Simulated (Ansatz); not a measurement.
# CdMoN4: a short molecular-dynamics run

Aim: set CdMoN4 (a randomly packed cell, 12 atoms, not relaxed) in motion for 20 steps of 0.5 fs under a Langevin thermostat at 2000 K, and see how temperature, energy and positions respond.

All numbers below are computed with Ansatz 0.2.0 (DFT PBE, plane waves, PAW, scalar-relativistic, no spin polarisation).

### 1 The system as given

The cell holds 12 atoms (Cd2Mo2N8): a = 5.374 Å, b = 6.139 Å, c = 5.349 Å, α = 81.52°, β = 97.10°, γ = 84.12°.

As a file:

```
CELL_PARAMETERS angstrom
5.34339 0.42337 -0.38356
0.13182 6.13444 -0.20953
-0.36558 0.97645 5.24645
ATOMIC_POSITIONS crystal
Mo 0.33327 0.61294 0.85906
Mo 0.78694 0.87167 0.71913
Cd 0.41441 0.94494 0.22507
Cd 0.98100 0.67458 0.27481
N 0.33274 0.36540 0.34444
N 0.74281 0.27508 0.51945
N 0.61562 0.29049 0.15458
N 0.33425 0.03481 0.74803
N 0.80385 0.46852 0.92502
N 0.12246 0.27274 0.01316
N 0.08141 0.35259 0.62867
N 0.56517 0.57422 0.47582
```

### 2 Molecular dynamics

input.yaml reads:

```yaml
crystal:
  lattice:
    - [5.343388, 0.423373, -0.383561]
    - [0.131819, 6.134441, -0.209526]
    - [-0.365582, 0.976448, 5.246452]
  atoms:
    - { symbol: Mo, position: [0.333267, 0.612944, 0.859057] }
    - { symbol: Mo, position: [0.786943, 0.871672, 0.719132] }
    - { symbol: Cd, position: [0.414415, 0.944939, 0.225067] }
    - { symbol: Cd, position: [0.981001, 0.674577, 0.274811] }
    - { symbol: "N", position: [0.332737, 0.365395, 0.344441] }
    - { symbol: "N", position: [0.742812, 0.275076, 0.519454] }
    - { symbol: "N", position: [0.615616, 0.290492, 0.154577] }
    - { symbol: "N", position: [0.334254, 0.03481, 0.748032] }
    - { symbol: "N", position: [0.803852, 0.468517, 0.925022] }
    - { symbol: "N", position: [0.122462, 0.272741, 0.013165] }
    - { symbol: "N", position: [0.081405, 0.352591, 0.628668] }
    - { symbol: "N", position: [0.565171, 0.574223, 0.475822] }
kpoints:
  mp_grid: { grid: [3, 3, 3] }
magnetization:
  spin_polarized: false
scf:
  occupations: { method: fermi_dirac, width: 0.05 }
hamiltonian:
  pseudopotentials: { kind: paw }
  xc: pbe
basis:
  ecutwfc: 420
md:
  timestep: 0.5
  n_steps: 20
  ensemble: nvt_langevin
  temperature: 2000.0
  initial_velocities: maxwell_boltzmann
  seed: 625716
```

Launch:

```
$ ansatz run input.yaml --threads 2 --pin off --max-ram 2560MiB --backend cpu --events-out ev --progress --plain --runs-dir out
```

The log of the run (excerpt; [...] marks lines left out):

```text
Warning: md: disabling space-group detection — thermal motion breaks the input geometry's symmetry, so no spatial operation reduces the k-mesh or symmetrises the density; time reversal is kept, so that k and −k are solved as one point where they differ and the mesh holds both, and exact [...]
Warning: RAYON_NUM_THREADS=2 ignored (pool sized by the plan → 2); use --threads N
[...]
Pseudopotentials: kind: paw
Pseudopotential: Mo, paw, valence charge 14, recommended cutoff 420 eV (normal), Mo.paw.azcp
Pseudopotential: Cd, paw, valence charge 20, recommended cutoff 420 eV (normal), Cd.paw.azcp
Pseudopotential: N, paw, valence charge 5, recommended cutoff 420 eV (normal), N.paw.azcp
Functional definition: PBE
[...]
Crystal: 12 atoms, lattice volume = 171.895 Å³
Basis set: ecut = 420 eV, 3341 PW (Γ), exchange–correlation on 72×90×72 points (8 copies of the dense FFT grid, shifted against one another)
Bands: 66, of which v1, the nominal top of the filled ones, is band 54 counted from 1 (53 counted from 0)
Symmetry: 1 space group operations
k-points: 14 of 27 (time reversal used)
[...]
SCF iter   1: F=—  HF=-29462.885194 eV  |F-HF|=—  |Δ(HF+E_count)|=         —  Δρ=8.89e-3  dr2=1.14e-1  ethr=1.77e-3  ⟨swp⟩=5.2  Hψ=2998  notcnv=0
[...]
md step     0: t =     0.00 fs  T =  1833.3 K  F+E_penalty+E_count = -29462.87754241 eV  E_kin = 2.843720 eV  (9 SCF iters)
[...]
md step     1: t =     0.50 fs  T =  1847.6 K  F+E_penalty+E_count = -29462.91517364 eV  E_kin = 2.865876 eV  (8 SCF iters)
[...]
SCF iter   6: F=—  HF=-29462.963693 eV  |F-HF|=—  |Δ(HF+E_count)|=   7.34e-6  Δρ=9.61e-6  dr2=2.21e-7  ethr=1.94e-9  ⟨swp⟩=1.6  Hψ=933  notcnv=0
```

### 3 The output, continued

Output, continued (excerpt; [...] marks lines left out):

```text
SCF iter   7: F=—  HF=-29462.963693 eV  |F-HF|=—  |Δ(HF+E_count)|=   1.03e-8  Δρ=3.50e-6  dr2=2.79e-8  ethr=2.04e-10  ⟨swp⟩=1.5  Hψ=932  notcnv=0
[...]
md step     2: t =     1.00 fs  T =  1877.3 K  F+E_penalty+E_count = -29462.96369252 eV  E_kin = 2.911980 eV  (8 SCF iters)
[...]
md step     6: t =     3.00 fs  T =  2023.2 K  F+E_penalty+E_count = -29463.24282010 eV  E_kin = 3.138158 eV  (5 SCF iters)
[...]
md step    10: t =     5.00 fs  T =  2391.4 K  F+E_penalty+E_count = -29463.69559331 eV  E_kin = 3.709326 eV  (8 SCF iters)
[...]
md step    14: t =     7.00 fs  T =  2936.4 K  F+E_penalty+E_count = -29464.36981939 eV  E_kin = 4.554772 eV  (5 SCF iters)
[...]
md step    18: t =     9.00 fs  T =  3594.5 K  F+E_penalty+E_count = -29465.28747207 eV  E_kin = 5.575424 eV  (6 SCF iters)
[...]
md step    20: t =    10.00 fs  T =  3862.0 K  F+E_penalty+E_count = -29465.83180212 eV  E_kin = 5.990417 eV  (9 SCF iters)
NSCF: frozen V_eff on 14 k-points
[...]
SCF converged after 9 iterations
Free energy (F): -29465.831802 eV
[...]
E sigma→0 (E₀):  -29465.780535 eV
Entropy (-TS):   -0.102534 eV (-8.545 meV/atom)
Fermi energy:    9.172430 eV
[...]
--- Forces (eV/Å), atoms counted from 1 ---
  atom   1  Mo     0.22121877    -1.28571007    -1.17962136
  atom   2  Mo    -1.40568466    -0.04395024     1.18090189
  atom   3  Cd     0.13547868     0.47276734    -0.28594732
  atom   4  Cd    -0.23882906     0.09060301     0.12623695
  atom   5  N      1.87263236     1.70280763    -0.16286665
  atom   6  N     -1.24455249     2.09856810    -1.42001327
  atom   7  N      0.49991486     1.88920129    -0.04034832
  atom   8  N      1.32239982    -3.93134749    -0.01089314
[...]
--- Band table (eV; the first three rows and the last of 14) ---
[...]
--- MD trajectory: 20 steps, t = 0.0 → 10.0 fs ---
  final state: T = 3862.0 K   F+E_penalty+E_count = -29465.83180212 eV   E_kin = 5.990417 eV
```

Run time: 2.2 min. Hardware: 2 threads of Arm Neoverse V2, shared host; peak memory 0.56 GiB.

### 4 What the atoms did

The trajectory, every 2 steps (energies from step 0); msd is the mean square displacement from the start, the centre of mass held:

```
time (fs)  T (K)  potential energy change (meV/atom)  msd N (Å²)  msd Mo (Å²)  msd Cd (Å²)
      0.0   1833                                 0.0       0.000        0.000        0.000
      1.0   1877                                -7.2       0.000        0.000        0.000
      2.0   1861                               -17.3       0.002        0.000        0.000
      3.0   2023                               -30.4       0.003        0.000        0.000
      4.0   2100                               -47.2       0.006        0.001        0.000
      5.0   2391                               -68.2       0.010        0.001        0.001
      6.0   2525                               -94.2       0.015        0.001        0.001
      7.0   2936                              -124.4       0.022        0.002        0.001
      8.0   3169                              -159.8       0.030        0.002        0.002
      9.0   3594                              -200.8       0.040        0.003        0.002
     10.0   3862                              -246.2       0.051        0.003        0.003
```

time (fs), T (K) and a bar:
```
      0.0       1833 
      0.5       1848 
      1.0       1877 #
      1.5       1901 #
      2.0       1861 
      2.5       1866 
      3.0       2023 ###
      3.5       2041 ###
      4.0       2100 ####
      4.5       2228 ######
      5.0       2391 ########
      5.5       2474 #########
      6.0       2525 ##########
      6.5       2715 #############
      7.0       2936 ################
      7.5       3060 ##################
      8.0       3169 ####################
      8.5       3396 #######################
      9.0       3594 ##########################
      9.5       3650 ###########################
     10.0       3862 ##############################
```

Pair distribution over the second half of the run:

```
r (Å)  g N–N  g Mo–N  g Cd–N
 0.68   0.00    0.00    0.00
 0.84   0.00    0.00    0.00
 1.00   0.00    0.00    0.00
 1.16   0.00    0.00    0.00
 1.32   0.00    0.00    0.00
 1.48   0.06    0.00    0.00
 1.64   0.60    0.00    0.00
 1.80   1.04    0.00    0.00
 1.96   4.70    0.00    0.00
 2.12   2.07    0.05    0.00
 2.28   0.81    0.74    0.63
 2.44   0.51    2.44    3.01
```

First peaks of g(r) (not always the tallest), and, where a minimum follows, the mean number of second-named atoms round a first-named one up to the next minimum:

```
pair  peak (Å)  height  minimum (Å)  neighbours
 N–N      1.96     4.7            -           -
```

### 5 Positions and forces

Positions (Å) and forces (eV/Å):

```xyz
12
Lattice="5.343 0.423 -0.384 0.132 6.134 -0.210 -0.366 0.976 5.246" Properties=species:S:1:pos:R:3:forces:R:3 pbc="T T T" time_fs=1.0 T=1877 dE=-0.0862
Mo    1.546    4.737    4.251    0.385   -1.244   -0.805
Mo    4.060    6.385    3.282   -1.647   -0.636    0.545
Cd    2.259    6.196    0.825    0.071    0.471   -0.453
Cd    5.229    4.820    0.930   -0.288   -0.010    0.102
N     1.701    2.709    1.602    0.691    0.656   -1.628
N     3.795    2.520    2.385    0.871    0.865   -1.161
N     3.267    2.187    0.506    0.049    1.772    0.988
N     1.510    1.082    3.812    1.272   -3.161    0.461
N     4.016    4.134    4.457   -0.124    0.067    1.319
N     0.695    1.751   -0.057   -0.758    2.531   -2.434
N     0.260    2.799    3.184    0.336   -0.622    1.171
N     2.918    4.213    2.164   -0.857   -0.689    1.895
12
Lattice="5.343 0.423 -0.384 0.132 6.134 -0.210 -0.366 0.976 5.246" Properties=species:S:1:pos:R:3:forces:R:3 pbc="T T T" time_fs=2.5 T=1866 dE=-0.2796
Mo    1.546    4.732    4.250    0.354   -1.373   -0.846
Mo    4.065    6.389    3.272   -1.602   -0.595    0.659
Cd    2.263    6.203    0.826    0.058    0.448   -0.429
Cd    5.228    4.817    0.937   -0.284   -0.003    0.090
N     1.704    2.697    1.603    0.767    0.733   -1.385
N     3.762    2.534    2.385    0.616    1.005   -1.288
N     3.259    2.181    0.497    0.146    1.922    0.910
N     1.505    1.069    3.847    1.230   -3.194    0.378
N     4.011    4.152    4.475   -0.177    0.099    1.259
N     0.711    1.774   -0.089   -0.758    2.490   -2.629
N     0.275    2.780    3.168    0.458   -0.417    1.381
N     2.914    4.193    2.174   -0.808   -1.113    1.899
12
Lattice="5.343 0.423 -0.384 0.132 6.134 -0.210 -0.366 0.976 5.246" Properties=species:S:1:pos:R:3:forces:R:3 pbc="T T T" time_fs=4.0 T=2100 dE=-0.5663
Mo    1.545    4.729    4.249    0.317   -1.458   -0.911
Mo    4.070    6.395    3.263   -1.566   -0.527    0.778
Cd    2.266    6.209    0.828    0.053    0.436   -0.402
Cd    5.228    4.813    0.945   -0.279    0.008    0.090
N     1.704    2.685    1.605    0.890    0.840   -1.096
N     3.729    2.551    2.381    0.287    1.180   -1.399
N     3.254    2.182    0.489    0.251    2.031    0.789
N     1.504    1.052    3.880    1.229   -3.281    0.290
N     4.006    4.167    4.493   -0.187    0.098    1.218
N     0.725    1.802   -0.125   -0.809    2.440   -2.868
N     0.289    2.757    3.157    0.553   -0.183    1.631
N     2.907    4.171    2.187   -0.740   -1.584    1.881
12
Lattice="5.343 0.423 -0.384 0.132 6.134 -0.210 -0.366 0.976 5.246" Properties=species:S:1:pos:R:3:forces:R:3 pbc="T T T" time_fs=5.0 T=2391 dE=-0.8181
Mo    1.544    4.726    4.248    0.289   -1.492   -0.956
Mo    4.073    6.400    3.257   -1.538   -0.470    0.863
Cd    2.268    6.214    0.829    0.056    0.432   -0.383
Cd    5.227    4.811    0.950   -0.276    0.019    0.091
N     1.704    2.679    1.603    1.021    0.934   -0.908
N     3.708    2.564    2.377    0.039    1.325   -1.456
N     3.251    2.186    0.486    0.303    2.074    0.709
N     1.505    1.040    3.905    1.242   -3.367    0.225
N     4.003    4.178    4.507   -0.171    0.105    1.187
N     0.733    1.825   -0.151   -0.863    2.394   -3.046
N     0.297    2.744    3.151    0.589   -0.015    1.824
N     2.899    4.154    2.197   -0.691   -1.940    1.852
12
Lattice="5.343 0.423 -0.384 0.132 6.134 -0.210 -0.366 0.976 5.246" Properties=species:S:1:pos:R:3:forces:R:3 pbc="T T T" time_fs=6.0 T=2525 dE=-1.1304
Mo    1.544    4.724    4.246    0.252   -1.504   -0.997
Mo    4.077    6.405    3.253   -1.508   -0.408    0.946
Cd    2.271    6.217    0.831    0.063    0.437   -0.367
Cd    5.226    4.809    0.955   -0.271    0.033    0.093
N     1.704    2.674    1.599    1.179    1.050   -0.726
N     3.687    2.580    2.373   -0.223    1.499   -1.500
N     3.248    2.194    0.483    0.350    2.091    0.603
N     1.507    1.026    3.929    1.263   -3.472    0.166
N     3.999    4.188    4.522   -0.139    0.104    1.162
N     0.738    1.849   -0.181   -0.931    2.336   -3.230
N     0.307    2.728    3.143    0.592    0.158    2.043
N     2.892    4.137    2.207   -0.627   -2.324    1.809
12
Lattice="5.343 0.423 -0.384 0.132 6.134 -0.210 -0.366 0.976 5.246" Properties=species:S:1:pos:R:3:forces:R:3 pbc="T T T" time_fs=7.5 T=3060 dE=-1.6976
Mo    1.543    4.721    4.243    0.223   -1.497   -1.068
Mo    4.083    6.412    3.247   -1.460   -0.292    1.048
Cd    2.275    6.222    0.833    0.080    0.453   -0.344
Cd    5.224    4.806    0.964   -0.262    0.053    0.100
N     1.706    2.669    1.591    1.441    1.260   -0.458
N     3.658    2.605    2.365   -0.629    1.737   -1.532
N     3.245    2.210    0.479    0.415    2.068    0.403
N     1.512    1.000    3.961    1.283   -3.642    0.095
N     3.990    4.206    4.546   -0.124    0.122    1.114
N     0.744    1.893   -0.233   -0.988    2.195   -3.485
N     0.324    2.703    3.130    0.543    0.423    2.419
N     2.880    4.110    2.223   -0.521   -2.879    1.707
12
Lattice="5.343 0.423 -0.384 0.132 6.134 -0.210 -0.366 0.976 5.246" Properties=species:S:1:pos:R:3:forces:R:3 pbc="T T T" time_fs=9.0 T=3594 dE=-2.4099
Mo    1.542    4.719    4.241    0.204   -1.403   -1.139
Mo    4.088    6.421    3.241   -1.424   -0.142    1.132
Cd    2.279    6.226    0.835    0.110    0.467   -0.316
Cd    5.223    4.802    0.974   -0.252    0.075    0.115
N     1.714    2.667    1.579    1.717    1.527   -0.251
N     3.631    2.633    2.356   -1.012    1.970   -1.493
N     3.244    2.232    0.474    0.467    1.986    0.148
N     1.522    0.965    3.992    1.309   -3.830    0.033
N     3.982    4.225    4.576   -0.123    0.136    1.052
N     0.748    1.941   -0.288   -1.025    1.964   -3.689
N     0.342    2.677    3.120    0.412    0.705    2.828
N     2.866    4.077    2.237   -0.383   -3.455    1.581
12
Lattice="5.343 0.423 -0.384 0.132 6.134 -0.210 -0.366 0.976 5.246" Properties=species:S:1:pos:R:3:forces:R:3 pbc="T T T" time_fs=10.0 T=3862 dE=-2.9543
Mo    1.541    4.720    4.239    0.221   -1.286   -1.180
Mo    4.091    6.426    3.238   -1.406   -0.044    1.181
Cd    2.282    6.230    0.836    0.135    0.473   -0.286
Cd    5.222    4.801    0.980   -0.239    0.091    0.126
N     1.721    2.667    1.569    1.873    1.703   -0.163
N     3.612    2.652    2.350   -1.245    2.099   -1.420
N     3.242    2.250    0.471    0.500    1.889   -0.040
N     1.531    0.939    4.012    1.322   -3.931   -0.011
N     3.977    4.238    4.594   -0.171    0.173    0.998
N     0.750    1.974   -0.329   -1.015    1.723   -3.787
N     0.352    2.659    3.116    0.299    0.894    3.112
N     2.856    4.053    2.249   -0.275   -3.784    1.469
```

### 6 What came out

| quantity | value |
| --- | --- |
| length | 20 steps of 0.5 fs |
| temperature, first and last step | 1833 and 3862 K |
| temperature, second half | mean 3070 K, from 2391 to 3862 K |
| potential energy, second half | -148 meV/atom from the start |
| mean square displacement, second half | N 0.027, Mo 0.002, Cd 0.002 Å² |

In words: Against a set 2000 K the second half averages 3070 K, going from 2391 to 3862 K over that half; the potential energy of that half lies 148 meV/atom under the start, so the atoms have moved to lower-lying arrangements, and the energy set free heats the cell. Over the second half N atoms stand 0.2 Å (root mean square) from where they began, and the farthest move is 0.4 Å. A run of 10 fs with 12 atoms shows the motion but fixes no equilibrium value.
